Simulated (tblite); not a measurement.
# C3H8OSSi: the cost of one run

Computed with tblite 0.8.0 and PySCF 2.14.0, with density-fitted response routines of our own, on a single molecule in the gas phase. Atoms are numbered from 0 throughout.

### 1 Starting geometry

14 atoms, charge 0, multiplicity 1; geometry from: force field or distance geometry start.

Bonds of the start (Å): C0–O1 1.38, O1–C2 1.39, C2–Si3 1.89, Si3–C4 1.88, C4–S5 1.81, S5–C2 1.80, C0–H6 1.13, C0–H7 1.10, C0–H8 1.11, C2–H9 1.09, Si3–H10 1.46, Si3–H11 1.45, C4–H12 1.11, C4–H13 1.11.

### 2 Relaxing the molecule with GFN2-xTB

Job settings and geometry (Å):

```
{"job": {"kind": "relax", "xc": "GFN2-xTB", "basis": "xTB"}, "charge": 0, "multiplicity": 1}
C     -2.401200    -0.330300     0.285100
O     -1.329100     0.217400     0.968800
C     -0.131800    -0.282300     0.460900
Si     1.109400     1.091800     0.076100
C      2.330400    -0.268700     0.498700
S      1.076800    -0.879100     1.657200
H     -2.345000    -0.047600    -0.808400
H     -2.535900    -1.408300     0.448500
H     -3.317900     0.169600     0.669000
H     -0.216400    -0.985000    -0.374200
H      1.009600     2.130200     1.091800
H      1.038200     1.499700    -1.312500
H      2.426000    -0.987500    -0.336100
H      3.286400     0.079500     0.933000
```

Command:

```sh
> OMP_NUM_THREADS=1 python probes_run.py task.json out
```

The driver reads the jobs from task.json and runs them one after another.

**Question.** How long does this first job take on 1 thread of Intel Xeon at 2.50GHz, shared host, and how much memory does it need?

About 2.1 s, with a peak of 0.18 GiB.
